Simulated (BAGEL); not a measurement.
# doublet [B2PNH6]+ at 3 levels

Aim: a comparison of 3 runs (UHF/3-21G, ROHF/6-31G*, UHF/6-31G*) of doublet [B2PNH6]+. 

The calculation is run with BAGEL 1.2.2.

3 further runs of the same task are left out: 1 that didn't finish, 2 set aside as unsound or not needed.

## 1. The molecule

[B2PNH6]+ has 10 atoms, charge +1, and is taken as a doublet. SMILES of the parent species: `BB(N)P`. The coordinates come from a GFN2-xTB relaxation. This is one conformer, not always the lowest. That shape belongs to the parent species and isn't relaxed for this state.

Bond lengths: B1–B2 1.617 Å, B2–N3 1.381 Å, B2–P4 1.970 Å, B1–H5 1.176 Å, B1–H6 1.175 Å, N3–H7 1.007 Å, N3–H8 1.009 Å, P4–H9 1.392 Å, P4–H10 1.392 Å. Some angles: B1–B2–N3 138.3°, B1–B2–P4 106.4°, N3–B2–P4 115.3°, B2–B1–H5 122.1°, B2–B1–H6 121.8°, B2–N3–H7 123.8°, B2–N3–H8 124.1°, B2–P4–H9 93.9°, B2–P4–H10 97.0°, H5–B1–H6 115.0°.

## 2. The energy at UHF/3-21G (density fitting with qzvpp-jkfit) (run 1)

Input file input.json:

```json
{ "bagel": [

{
  "title": "molecule",
  "basis": "3-21g",
  "df_basis": "qzvpp-jkfit",
  "angstrom": "true",
  "geometry": [
    { "atom": "B", "xyz": [      -1.467360,       0.208990,       0.202310 ] },
    { "atom": "B", "xyz": [       0.023320,      -0.372010,      -0.031290 ] },
    { "atom": "N", "xyz": [       0.625300,      -1.449030,      -0.652580 ] },
    { "atom": "P", "xyz": [       1.258470,       0.914470,       0.804540 ] },
    { "atom": "H", "xyz": [      -1.962930,       0.973880,      -0.540310 ] },
    { "atom": "H", "xyz": [      -2.033300,       0.070790,       1.223280 ] },
    { "atom": "H", "xyz": [       0.116800,      -2.177260,      -1.126850 ] },
    { "atom": "H", "xyz": [       1.621630,      -1.605220,      -0.673110 ] },
    { "atom": "H", "xyz": [       1.517950,       1.584980,      -0.387910 ] },
    { "atom": "H", "xyz": [       0.300130,       1.850390,       1.181910 ] }
  ]
},

{
  "title": "uhf",
  "charge": 1,
  "nopen": 1
},

{
  "title": "print",
  "file": "orbitals.molden",
  "orbitals": "true"
}

]}
```

Command:

```console
$ BAGEL_NUM_THREADS=1 BAGEL input.json > input.out
```

Standard output:

```text
* using 1 threads per process

  ===============================================================
  ===============================================================

  *** Geometry ***

  { "atom" : "B", "xyz" : [     -2.772909,      0.394934,      0.382310 ] },
  { "atom" : "B", "xyz" : [      0.044068,     -0.702997,     -0.059130 ] },
  { "atom" : "N", "xyz" : [      1.181646,     -2.738270,     -1.233197 ] },
[... 6 lines of this table left out ...]
  { "atom" : "H", "xyz" : [      0.567164,      3.496730,      2.233486 ] },

  Number of auxiliary basis functions:      463

  Since a DF basis is specified, we compute 2- and 3-index integrals:
    o Being stored without compression. Storage requirement is 0.010 GB

  Number of basis functions:       52
  Number of electrons      :       38

    * METHOD: MOLECULE                             0.15

  *** Open-shell HF ***

  === Nuclear Repulsion ===
   131.1422293528

      * DIIS with orbital gradients will be used.

  === UHF iteration (3-21g) ===
      0       -445.27641851          0.04196168           0.07
      1       -445.37611642          0.02252480           0.06
      2       -445.39619295          0.01331355           0.07
[... 23 lines of this table left out ...]
     26       -445.40952896          0.00000001           0.07
    * SCF iteration converged.

    * S^2 (UHF) is 0.7689

    * Permanent dipole moment:
           (   -0.648797,    -0.033303,     0.110469) a.u.

    * METHOD: UHF                                  1.84

    * METHOD: PRINT                                0.00

  ===============================================================
```

Run time: 2.2 s. Hardware: 1 thread of Arm Neoverse V2, shared host; peak memory 0.081 GiB.

## 3. The energy at ROHF/6-31G(d) (density fitting with qzvpp-jkfit, spherical functions) (run 2)

Input file calc.json:

```json
{ "bagel" : [

{
  "title" : "molecule",
  "basis" : "6-31gs.json",
  "df_basis" : "qzvpp-jkfit",
  "angstrom" : true,
  "geometry" : [
    { "atom" : "B", "xyz" : [      -1.467360,       0.208990,       0.202310 ] },
    { "atom" : "B", "xyz" : [       0.023320,      -0.372010,      -0.031290 ] },
    { "atom" : "N", "xyz" : [       0.625300,      -1.449030,      -0.652580 ] },
    { "atom" : "P", "xyz" : [       1.258470,       0.914470,       0.804540 ] },
    { "atom" : "H", "xyz" : [      -1.962930,       0.973880,      -0.540310 ] },
    { "atom" : "H", "xyz" : [      -2.033300,       0.070790,       1.223280 ] },
    { "atom" : "H", "xyz" : [       0.116800,      -2.177260,      -1.126850 ] },
    { "atom" : "H", "xyz" : [       1.621630,      -1.605220,      -0.673110 ] },
    { "atom" : "H", "xyz" : [       1.517950,       1.584980,      -0.387910 ] },
    { "atom" : "H", "xyz" : [       0.300130,       1.850390,       1.181910 ] }
  ]
},

{ "title" : "rohf", "charge" : 1, "nopen" : 1 },

{ "title" : "print", "file" : "orbitals.molden", "orbitals" : true }

]}
```

The basis set 6-31G* is read from a file made from the Basis Set Exchange's data (not shown).

Command:

```console
$ BAGEL_NUM_THREADS=1 BAGEL calc.json > calc.out
```

Standard output:

```text
* using 1 threads per process

  ===============================================================
  ===============================================================

  *** Geometry ***

  { "atom" : "B", "xyz" : [     -2.772909,      0.394934,      0.382310 ] },
  { "atom" : "B", "xyz" : [      0.044068,     -0.702997,     -0.059130 ] },
  { "atom" : "N", "xyz" : [      1.181646,     -2.738270,     -1.233197 ] },
[... 6 lines of this table left out ...]
  { "atom" : "H", "xyz" : [      0.567164,      3.496730,      2.233486 ] },

  Number of auxiliary basis functions:      463

  Since a DF basis is specified, we compute 2- and 3-index integrals:
    o Being stored without compression. Storage requirement is 0.019 GB

  Number of basis functions:       72
  Number of electrons      :       38

    * METHOD: MOLECULE                             0.20

  *** Open-shell HF ***

  === Nuclear Repulsion ===
   131.1422293528

      * DIIS with orbital gradients will be used.

  === ROHF iteration (6-31gs.json) ===
      0       -447.54362153          0.03863027           0.10
      1       -447.67226966          0.02150947           0.10
      2       -447.70230877          0.01239140           0.10
[... 17 lines of this table left out ...]
     20       -447.72275849          0.00000001           0.10
    * SCF iteration converged.

    * S^2 (ROHF) is 0.7500

    * Permanent dipole moment:
           (   -0.764083,    -0.060574,    -0.034586) a.u.

    * METHOD: ROHF                                 2.21

    * METHOD: PRINT                                0.01

  ===============================================================
```

It took 2.6 s on 1 thread of Arm Neoverse V2, shared host; peak memory 0.099 GiB.

## 4. A single-point energy at UHF/6-31G(d) (density fitting with qzvpp-jkfit, spherical functions) (run 3)

Input file job.json:

```json
{ "bagel": [

{
  "title": "molecule",
  "basis": "6-31gs.json",
  "df_basis": "qzvpp-jkfit",
  "angstrom": true,
  "geometry": [
    { "atom": "B", "xyz": [      -1.467360,       0.208990,       0.202310 ] },
    { "atom": "B", "xyz": [       0.023320,      -0.372010,      -0.031290 ] },
    { "atom": "N", "xyz": [       0.625300,      -1.449030,      -0.652580 ] },
    { "atom": "P", "xyz": [       1.258470,       0.914470,       0.804540 ] },
    { "atom": "H", "xyz": [      -1.962930,       0.973880,      -0.540310 ] },
    { "atom": "H", "xyz": [      -2.033300,       0.070790,       1.223280 ] },
    { "atom": "H", "xyz": [       0.116800,      -2.177260,      -1.126850 ] },
    { "atom": "H", "xyz": [       1.621630,      -1.605220,      -0.673110 ] },
    { "atom": "H", "xyz": [       1.517950,       1.584980,      -0.387910 ] },
    { "atom": "H", "xyz": [       0.300130,       1.850390,       1.181910 ] }
  ]
},

{ "title": "uhf", "charge": 1, "nopen": 1 },

{ "title": "print", "file": "orbitals.molden", "orbitals": true }

]}
```

The basis set 6-31G* is read from a file made from the Basis Set Exchange's data (not shown).

Command:

```console
$ BAGEL_NUM_THREADS=1 BAGEL job.json > job.out
```

Standard output:

```text
* using 1 threads per process

  ===============================================================
  ===============================================================

  *** Geometry ***

  { "atom" : "B", "xyz" : [     -2.772909,      0.394934,      0.382310 ] },
  { "atom" : "B", "xyz" : [      0.044068,     -0.702997,     -0.059130 ] },
  { "atom" : "N", "xyz" : [      1.181646,     -2.738270,     -1.233197 ] },
[... 6 lines of this table left out ...]
  { "atom" : "H", "xyz" : [      0.567164,      3.496730,      2.233486 ] },

  Number of auxiliary basis functions:      463

  Since a DF basis is specified, we compute 2- and 3-index integrals:
    o Being stored without compression. Storage requirement is 0.019 GB

  Number of basis functions:       72
  Number of electrons      :       38

    * METHOD: MOLECULE                             0.20

  *** Open-shell HF ***

  === Nuclear Repulsion ===
   131.1422293528

      * DIIS with orbital gradients will be used.

  === UHF iteration (6-31gs.json) ===
      0       -447.54362153          0.03863027           0.09
      1       -447.67973465          0.02147659           0.09
      2       -447.71140399          0.01231718           0.10
[... 22 lines of this table left out ...]
     25       -447.72840278          0.00000001           0.10
    * SCF iteration converged.

    * S^2 (UHF) is 0.7870

    * Permanent dipole moment:
           (   -0.629314,    -0.009112,     0.037960) a.u.

    * METHOD: UHF                                  2.65

    * METHOD: PRINT                                0.01

  ===============================================================
```

It took 3 s on 1 thread of Arm Neoverse V2, shared host; peak memory 0.099 GiB.

## 5. All runs side by side

| run | level | energy (Eh) | ⟨S²⟩ | wall time |
| --- | --- | --- | --- | --- |
| 1 | UHF/3-21G (density fitting with qzvpp-jkfit) | -445.409529 | 0.769 | 2.2 s |
| 2 | ROHF/6-31G* (density fitting with qzvpp-jkfit, spherical functions) | -447.722758 | 0.750 | 2.6 s |
| 3 | UHF/6-31G* (density fitting with qzvpp-jkfit, spherical functions) | -447.728403 | 0.787 | 3 s |

## 6. Summary of results

| quantity | value |
| --- | --- |
| run 3: total energy | -447.72840 Eh |
| run 3: ⟨S²⟩ | 0.787 |

Over the runs the total energy spans 63.100 eV. All runs together took 7.8 s, the longest 3 s.
